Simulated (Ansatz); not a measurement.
Run this with the Ansatz DFT code, driven from Python and show what comes out.

Script `alpt3c_smear.py`:
```python
# -*- coding: utf-8 -*-
import ansatz as az

XC = "PBEsol"
N_EMPTY = 8
MESH = (4, 4, 4)

lattice = az.Lattice.of(
    (4.18515, 0.0, 0.0),
    (0.0, 4.18515, 0.0),
    (0.0, 0.0, 4.18515),
)
sites = [
    ("Al", (0.0, 0.0, 0.0)),
    ("Pt", (0.0, 0.5, 0.5)),
    ("Pt", (0.5, 0.0, 0.5)),
    ("Pt", (0.5, 0.5, 0.0)),
    ("C", (0.5, 0.5, 0.5)),
]
structure = az.Crystal(lattice=lattice)
for symbol, position in sites:
    structure = structure.atom(symbol, position)

base = (
    structure.calculation()
    .basis(39 * az.Ry)
    .functional(XC)
    .scf(extra_bands=N_EMPTY, lower_state_search="light")
    .eigensolver("auto", mixed_precision=False)
    .kpoints(*MESH)
)

rows = []
for value in [0.25, 0.15, 0.1, 0.05, 0.025]:
    data = base.occupations("methfessel_paxton", width=value).run(threads=1, backend="cpu").report
    rows.append((value, data["free_energy_ev"] / len(data["lattice"]["sites"]), data["n_iterations"], data["n_kpoints"]))

print("  width (eV)   F/atom (eV)    iterations      k-points")
for row in rows:
    print(f"{str(row[0]):>12s}  {row[1]:12.5f}  {row[2]:12d}  {row[3]:12d}")

for row in rows[:-1]:
    shift = 1000 * (row[1] - rows[-1][1])
    print(f"{row[0]}: {shift:+.2f} meV/atom" + ("  (within 1 meV)" if abs(shift) < 1 else ""))
```

```console
$ python alpt3c_smear.py
  width (eV)   F/atom (eV)    iterations      k-points
        0.25   -7584.33552             6            10
        0.15   -7584.33549             6            10
         0.1   -7584.33542             7            10
        0.05   -7584.33496             8            10
       0.025   -7584.33470             8            10
0.25: -0.81 meV/atom  (within 1 meV)
0.15: -0.79 meV/atom  (within 1 meV)
0.1: -0.72 meV/atom  (within 1 meV)
0.05: -0.26 meV/atom  (within 1 meV)
```

Going from 0.025 to 0.25 eV changes F by -0.8 meV an atom. This scheme is built to cancel the term in the square of the width, so the shifts stay small and are partly the mesh's error.

What to keep in mind:
- Spin is left out of this run.
- The mesh is modest for a metal, so energies can be off by several to tens of meV an atom and pressures by half a GPa or more; differences at equal mesh fare better.
- The narrowest width needs the finest mesh, so the last row is no converged reference.
- Spin-orbit coupling, which matters for elements this heavy, is left out.
- The structure comes from a database of computed cells and needn't be a stable or known phase.
- Run time: 9.2 s on 1 thread of Arm Neoverse V1, on a shared host, peak memory 0.39 GiB.

(A comment or docstring line of the script was reworded after the run, the code is as it ran; lines on the test bed's own set-up are left out of the output.)
